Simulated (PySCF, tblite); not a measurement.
**CH5Al2NO5, a small molecule taken as a stand-in for a surface group (alumina dimer): NMR shifts, core binding energies and electronic excitations**

What NMR shifts, core binding energies and electronic excitations should one expect for `N#[C][Al-]1([OH])[OH+][Al-]([OH])([OH])[OH+]1`?

Programs: tblite 0.8.0 and PySCF 2.14.0. All values are calculated, for the isolated system unless a continuum is named. Atoms count from 0, parts from 1.

### Step 1. The system as given

14 atoms, charge 0, multiplicity 1; geometry: distance geometry start.

### Step 2. Relaxing the cluster with GFN2-xTB

The job: settings as JSON, then the geometry in Å.

```
{"job": {"kind": "relax", "xc": "GFN2-xTB", "basis": "xTB"}, "charge": 0, "multiplicity": 1}
O      1.605402    -1.830538    -1.066701
Al     0.626648    -0.315009    -1.392821
O      1.292337     0.801722    -2.703413
O      0.207127     0.607643     0.222411
Al    -1.649782     0.271665    -0.042150
O     -2.303233    -0.874363     1.312363
C     -2.641843     1.871552    -0.360302
N     -3.416597     3.049631    -0.585663
O     -1.225528    -0.662853    -1.606183
H      1.461989    -2.473871    -0.352897
H      1.329721     0.625148    -3.641330
H      0.442297     1.546761     0.177450
H     -2.258299    -1.815409     1.315220
H     -1.602355    -0.251659    -2.413122
```

Method: GFN2-xTB geometry optimisation, gas phase.

Started as:

```sh
$ OMP_NUM_THREADS=1 python cluster_run.py task.json out
```

This one command runs all jobs of the session in turn.

Log:

```text
step      E/eV     max force
  0    -823.02752   14.535
  1    -826.14580    3.065
  2    -826.57404    1.664
  3    -826.67765    5.295
  4    -826.99740    1.282
  5    -827.06982    0.993
  6    -827.20650    1.027
  7    -827.25284    0.882
  8    -827.29330    0.596
  9    -827.32518    0.570
 10    -827.37556    0.837
 11    -827.42373    0.635
 12    -827.44612    0.331
 13    -827.46062    0.304
 14    -827.47057    0.304
 15    -827.48472    0.389
 16    -827.49891    0.632
 17    -827.51410    0.408
 18    -827.52974    0.338
 19    -827.54675    0.389
 20    -827.55788    0.316
 21    -827.56613    0.271
 22    -827.56808    0.359
 23    -827.57412    0.221
 24    -827.57920    0.208
 25    -827.58875    0.260
 26    -827.59546    0.332
 27    -827.60408    0.339
 28    -827.61080    0.260
 29    -827.61754    0.168
 30    -827.62034    0.144
 31    -827.62255    0.120
 32    -827.62495    0.125
 33    -827.62735    0.154
 34    -827.62958    0.167
 35    -827.63142    0.135
 36    -827.63296    0.127
 37    -827.63445    0.133
 38    -827.63647    0.224
 39    -827.63934    0.263
 40    -827.64226    0.208
 41    -827.64445    0.141
 42    -827.64569    0.097
 43    -827.64675    0.121
 44    -827.64797    0.123
 45    -827.64908    0.076
 46    -827.64996    0.082
 47    -827.65078    0.103
 48    -827.65192    0.128
 49    -827.65356    0.136
 50    -827.65526    0.096
 51    -827.65661    0.098
 52    -827.65760    0.098
 53    -827.65879    0.106
 54    -827.66037    0.147
 55    -827.66315    0.185
 56    -827.66577    0.141
 57    -827.66763    0.084
 58    -827.66865    0.087
 59    -827.66966    0.116
 60    -827.67120    0.127
 61    -827.67346    0.141
 62    -827.67532    0.084
 63    -827.67607    0.092
 64    -827.67684    0.101
 65    -827.67783    0.237
 66    -827.67958    0.115
 67    -827.68131    0.093
 68    -827.68224    0.151
 69    -827.68276    0.094
 70    -827.68321    0.063
 71    -827.68440    0.066
 72    -827.68505    0.076
 73    -827.68656    0.106
 74    -827.68851    0.121
 75    -827.69070    0.135
 76    -827.69239    0.113
 77    -827.69296    0.124
 78    -827.69337    0.067
 79    -827.69356    0.039
 80    -827.69385    0.048
 81    -827.69420    0.067
 82    -827.69453    0.072
 83    -827.69503    0.067
 84    -827.69569    0.072
 85    -827.69624    0.055
 86    -827.69660    0.062
 87    -827.69694    0.063
 88    -827.69745    0.082
 89    -827.69824    0.119
 90    -827.69918    0.114
 91    -827.69993    0.063
 92    -827.70033    0.067
 93    -827.70038    0.102
 94    -827.70077    0.038
 95    -827.70096    0.072
 96    -827.70133    0.052
 97    -827.70154    0.061
 98    -827.70183    0.071
 99    -827.70208    0.082
100    -827.70237    0.106
101    -827.70259    0.100
102    -827.70284    0.077
103    -827.70324    0.080
104    -827.70376    0.095
105    -827.70429    0.080
106    -827.70464    0.144
107    -827.70499    0.147
108    -827.70544    0.073
109    -827.70595    0.095
110    -827.70641    0.099
111    -827.70714    0.133
112    -827.70804    0.119
113    -827.70745    0.418
114    -827.70976    0.112
115    -827.71060    0.103
116    -827.71093    0.376
117    -827.71240    0.056
118    -827.71271    0.047
119    -827.71304    0.202
120    -827.71340    0.133
121    -827.71410    0.069
122    -827.71474    0.099
123    -827.71525    0.064
124    -827.71556    0.083
125    -827.71583    0.035
126    -827.71593    0.048
127    -827.71598    0.030
128    -827.71602    0.031
129    -827.71616    0.032
130    -827.71625    0.033
131    -827.71641    0.034
132    -827.71656    0.033
133    -827.71670    0.031
134    -827.71685    0.035
135    -827.71679    0.128
136    -827.71702    0.028
137    -827.71709    0.025
138    -827.71727    0.040
139    -827.71738    0.046
140    -827.71776    0.065
141    -827.71799    0.041
142    -827.71811    0.149
143    -827.71830    0.063
144    -827.71851    0.042
145    -827.71884    0.121
146    -827.71904    0.082
147    -827.71930    0.099
148    -827.71950    0.032
149    -827.71966    0.095
150    -827.71992    0.062
151    -827.72061    0.059
152    -827.72087    0.064
153    -827.72100    0.112
154    -827.72124    0.030
155    -827.72136    0.023
156    -827.72155    0.056
157    -827.72164    0.057
158    -827.72176    0.032
159    -827.72184    0.034
160    -827.72188    0.027
161    -827.72191    0.016
162    -827.72196    0.016
163    -827.72201    0.022
164    -827.72206    0.025
165    -827.72210    0.018
166    -827.72214    0.010
167    -827.72218    0.017
168    -827.72222    0.017
169    -827.72225    0.023
170    -827.72228    0.012
171    -827.72230    0.015
172    -827.72232    0.017
173    -827.72235    0.013
174    -827.72237    0.014
175    -827.72239    0.012
176    -827.72241    0.013
177    -827.72243    0.011
178    -827.72244    0.008
```

It took 1.8 s on 1 thread of Intel Xeon 6975P-C, shared host.

The steps of the relaxation:

| step | energy from step 0 (eV) | largest force (eV/Å) |
| --- | --- | --- |
| 0 | 0.0000 | 14.5348 |
| 7 | -4.2253 | 0.8826 |
| 14 | -4.4430 | 0.3037 |
| 21 | -4.5386 | 0.2711 |
| 28 | -4.5833 | 0.2607 |
| 35 | -4.6039 | 0.1351 |
| 42 | -4.6182 | 0.0963 |
| 49 | -4.6260 | 0.1360 |
| 56 | -4.6382 | 0.1412 |
| 63 | -4.6486 | 0.0913 |
| 70 | -4.6557 | 0.0633 |
| 77 | -4.6654 | 0.1241 |
| 84 | -4.6682 | 0.0712 |
| 91 | -4.6724 | 0.0636 |
| 98 | -4.6743 | 0.0714 |
| 105 | -4.6768 | 0.0799 |
| 112 | -4.6805 | 0.1193 |
| 119 | -4.6855 | 0.2019 |
| 126 | -4.6884 | 0.0476 |
| 133 | -4.6892 | 0.0314 |
| 140 | -4.6902 | 0.0647 |
| 147 | -4.6918 | 0.0989 |
| 154 | -4.6937 | 0.0306 |
| 161 | -4.6944 | 0.0160 |
| 168 | -4.6947 | 0.0173 |
| 175 | -4.6949 | 0.0120 |
| 178 | -4.6949 | 0.0071 |

Distances of close pairs at the start and the end, largest changes first:

```csv
bond,before (Å),after (Å),change (Å)
C6–N7,1.428,1.148,-0.279
Al4–O5,1.891,1.636,-0.255
Al1–O2,1.846,1.649,-0.197
O0–Al1,1.833,1.642,-0.192
O3–Al4,1.906,1.797,-0.108
Al4–O8,1.871,1.797,-0.073
Al4–C6,1.909,1.977,+0.068
Al1–O3,1.907,1.854,-0.053
```

### Step 3. Relaxing the molecule at PBE0-D3(BJ)/def2-SVP

The job: settings as JSON, then the geometry in Å.

```
{"job": {"xc": "PBE0", "basis": "def2-SVP", "d3": "d3bj", "grid": 2, "kind": "geom", "shake": 0.01}, "charge": 0, "multiplicity": 1}
O      2.077332    -1.768297    -0.424459
Al     1.168555    -0.387964    -0.692968
O      1.533971     0.744434    -1.838515
O      0.765007     0.361419     0.946221
Al    -1.043559     0.119564     0.755108
O     -1.928904    -0.512307     1.979949
C     -1.702438     1.838557     0.044444
N     -2.128401     2.837941    -0.346149
O     -0.622384    -0.842578    -0.665917
H      2.760222    -2.359345    -0.522732
H      1.310894     1.564750    -2.224931
H      1.316348     0.734633     1.615436
H     -2.403408    -0.940886     2.678380
H     -1.109712    -1.404528    -1.289459
```

Log:

```text
step   0  E = -955.96223385  max force = 0.039980
step   1  E = -955.97293726  max force = 0.007375
step   2  E = -955.97398275  max force = 0.005134
step   3  E = -955.97532957  max force = 0.005799
step   4  E = -955.97652740  max force = 0.007624
step   5  E = -955.97689241  max force = 0.003732
step   6  E = -955.97709083  max force = 0.001496
step   7  E = -955.97715392  max force = 0.001737
step   8  E = -955.97768277  max force = 0.004766
step   9  E = -955.97729158  max force = 0.015381
step  10  E = -955.97837424  max force = 0.006282
step  11  E = -955.97866615  max force = 0.004349
step  12  E = -955.97929197  max force = 0.003211
step  13  E = -955.97942444  max force = 0.001893
step  14  E = -955.97950842  max force = 0.001039
step  15  E = -955.97954187  max force = 0.000852
step  16  E = -955.97955008  max force = 0.000806
step  17  E = -955.97956341  max force = 0.000726
step  18  E = -955.97957044  max force = 0.000506
step  19  E = -955.97957255  max force = 0.000402
optimisation converged
```

It took 4.1 min on 1 thread of Intel Xeon 6975P-C, shared host; peak memory 0.79 GiB.

Along the way: (the energy doesn't fall at every step)

```
step  energy from step 0 (eV)  largest force component (eV/Å)
   0                   0.0000                          2.0559
   1                  -0.2913                          0.3792
   2                  -0.3197                          0.2640
   3                  -0.3564                          0.2982
   4                  -0.3889                          0.3920
   5                  -0.3989                          0.1919
   6                  -0.4043                          0.0769
   7                  -0.4060                          0.0893
   8                  -0.4204                          0.2451
   9                  -0.4097                          0.7909
  10                  -0.4392                          0.3230
  11                  -0.4471                          0.2236
  12                  -0.4642                          0.1651
  13                  -0.4678                          0.0973
  14                  -0.4701                          0.0534
  15                  -0.4710                          0.0438
  16                  -0.4712                          0.0414
  17                  -0.4716                          0.0373
  18                  -0.4718                          0.0260
  19                  -0.4718                          0.0207
```

Close pairs (by a distance rule), those that changed most:

| bond | before (Å) | after (Å) | change (Å) |
| --- | --- | --- | --- |
| Al1–Al4 | 2.692 | 2.832 | +0.140 |
| Al4–O8 | 1.767 | 1.835 | +0.068 |
| Al4–O5 | 1.638 | 1.694 | +0.056 |
| O0–H9 | 0.908 | 0.958 | +0.049 |
| Al1–O2 | 1.652 | 1.701 | +0.049 |
| Al4–C6 | 1.973 | 1.940 | -0.033 |
| O0–Al1 | 1.674 | 1.704 | +0.029 |
| O2–H10 | 0.934 | 0.957 | +0.023 |

The end geometry stands in the next job.

| at the end point | value |
| --- | --- |
| rotational constants (GHz, main isotopes) | 1.841, 0.790, 0.627 |
| dipole moment (D) | 4.16 |

### Step 4. Nuclear shieldings: PBE0/pcSseg-1

The job: settings as JSON, then the geometry in Å.

```
{"job": {"kind": "nmr", "xc": "PBE0", "basis": "pcSseg-1"}, "charge": 0, "multiplicity": 1}
O      1.842691    -2.006286     0.014330
Al     1.189132    -0.540795    -0.558200
O      2.000324     0.264513    -1.817624
O      0.633227     0.523452     0.858734
Al    -1.186532     0.371181     0.684063
O     -2.052940    -0.370122     1.936884
C     -1.943167     2.040968     0.049323
N     -2.364922     3.041286    -0.362296
O     -0.654515    -0.655798    -0.740063
H      2.641565    -2.386403    -0.352797
H      1.753032     1.093817    -2.226024
H      1.160683     0.939110     1.543689
H     -1.857186    -1.196412     2.378275
H     -1.168116    -1.133479    -1.394587
```

Method: GIAO PBE0/pcSseg-1 NMR shielding, non-relativistic, gas phase.

Log:

```text
coarse grid: 13928 points
cycle   1  E = -955.9145047649  dE =  1.087e+00  |g| = 1.536e+00  |ddm| = 3.648e+00
cycle   2  E = -955.3582446720  dE =  5.563e-01  |g| = 2.305e+00  |ddm| = 2.475e+00
cycle   3  E = -956.3149898316  dE = -9.567e-01  |g| = 2.774e-01  |ddm| = 1.723e+00
cycle   4  E = -956.3265358205  dE = -1.155e-02  |g| = 1.462e-01  |ddm| = 2.133e-01
cycle   5  E = -956.3306261494  dE = -4.090e-03  |g| = 4.901e-02  |ddm| = 9.445e-02
cycle   6  E = -956.3310719108  dE = -4.458e-04  |g| = 9.534e-03  |ddm| = 3.074e-02
cycle   7  E = -956.3310878704  dE = -1.596e-05  |g| = 1.805e-03  |ddm| = 6.878e-03
cycle   8  E = -956.3310885359  dE = -6.656e-07  |g| = 4.958e-04  |ddm| = 1.593e-03
final grid: 128880 points
cycle   9  E = -956.4283553122  dE = -3.069e-05  |g| = 1.016e-02  |ddm| = 1.773e-02
cycle  10  E = -956.4283366765  dE =  1.864e-05  |g| = 1.459e-02  |ddm| = 1.420e-02
cycle  11  E = -956.4283723006  dE = -3.562e-05  |g| = 1.533e-03  |ddm| = 8.611e-03
cycle  12  E = -956.4283727263  dE = -4.257e-07  |g| = 6.493e-04  |ddm| = 1.083e-03
cycle  13  E = -956.4283728099  dE = -8.358e-08  |g| = 1.588e-04  |ddm| = 4.000e-04
cycle  14  E = -956.4283728143  dE = -4.410e-09  |g| = 6.131e-05  |ddm| = 1.240e-04
cycle  15  E = -956.4283728150  dE = -6.703e-10  |g| = 7.550e-06  |ddm| = 4.155e-05
converged SCF energy = -956.4283728150

GIAO shielding tensors (ppm)
atom      isotropic    diamagn.    paramagn.     s11        s22        s33       span
  0 O      330.264     386.758     -56.493    308.151    318.125    364.517     56.366
  1 Al     501.889     795.359    -293.470    447.779    482.097    575.790    128.011
  2 O      326.272     390.749     -64.477    302.524    314.435    361.858     59.334
  3 O      296.962     396.128     -99.166    269.337    297.007    324.541     55.203
  4 Al     507.381     794.939    -287.558    463.383    489.335    569.424    106.041
  5 O      311.844     388.612     -76.767    284.377    299.099    352.056     67.679
  6 C       54.121     258.953    -204.832    -64.159    -59.424    285.946    350.106
  7 N     -102.240     338.378    -440.619   -327.802   -307.567    328.648    656.451
  8 O      296.633     396.142     -99.509    268.995    296.726    324.179     55.183
  9 H       30.341      29.923       0.418     21.710     23.692     45.621     23.911
 10 H       30.222      32.704      -2.482     21.645     24.466     44.554     22.909
 11 H       29.235      32.322      -3.088     20.568     22.499     44.637     24.068
 12 H       29.854      31.014      -1.161     21.319     23.872     44.371     23.052
 13 H       29.227      32.374      -3.147     20.581     22.489     44.610     24.028
```

It took 26 s on 1 thread of Intel Xeon 6975P-C, shared host; peak memory 0.96 GiB.

The references, computed at this level on geometries of the same kind, shield at (ppm): $^{1}$H TMS 31.27, $^{13}$C TMS 184.4, $^{15}$N NH3 265.7, $^{17}$O H2O 334.6, $^{27}$Al AlH4- 489.3. Their shielding less the atom's gives the shift. The references are single molecules in the gas phase, so shifts against H2O, NH3, PH3, H3PO4 or CFCl3 are not on the usual liquid scales and can be off by tens of ppm. Shifts against hydride references such as AlH4− lie on their own scale. Atoms listed in one row are averaged.

```
 atoms                           environment  σ (ppm)  δ (ppm)
    C6                carbon bonded to Al, N     54.1    130.3
   H13  hydrogen on an oxygen bonded to 2 Al    29.23     2.04
   H11  hydrogen on an oxygen bonded to 2 Al    29.23     2.03
   H12    hydrogen on an oxygen bonded to Al    29.85     1.41
   H10    hydrogen on an oxygen bonded to Al    30.22     1.05
    H9    hydrogen on an oxygen bonded to Al    30.34     0.93
O3, O8              oxygen bonded to 2 Al, H    296.8     37.8
    O5                oxygen bonded to Al, H    311.8     22.7
    O2                oxygen bonded to Al, H    326.3      8.3
    O0                oxygen bonded to Al, H    330.3      4.3
   Al1               aluminium bonded to 4 O    501.9    -12.6
   Al4            aluminium bonded to C, 3 O    507.4    -18.1
    N7                  nitrogen bonded to C   -102.2    367.9
```

Charges from the same density, by scheme (e):

```csv
atoms,Mulliken,IAO,Hirshfeld,ESP fit
O0,-0.66,-0.83,-0.41,-0.87
Al1,1.25,1.33,0.59,1.39
O2,-0.65,-0.83,-0.41,-0.95
"O3, O8",-0.72,-0.77,-0.27,-0.98
Al4,1.21,1.23,0.58,1.31
O5,-0.63,-0.81,-0.40,-0.93
C6,-0.20,-0.22,-0.11,-0.06
N7,-0.22,-0.20,-0.22,-0.35
```

Mayer bond orders: O0–Al1 0.98, Al1–O2 1.00, Al1–O3 0.45, O3–Al4 0.48, Al4–O5 1.06, Al4–C6 0.77, C6–N7 2.91, Al4–O8 0.48, O8–Al1 0.45.

Ring of atoms Al1, O3, Al4, O8: NICS(0) -9.4, NICS(1) -2.8, NICS(1)zz -1.2 ppm (means of both faces).

[end of part 1 of 2]
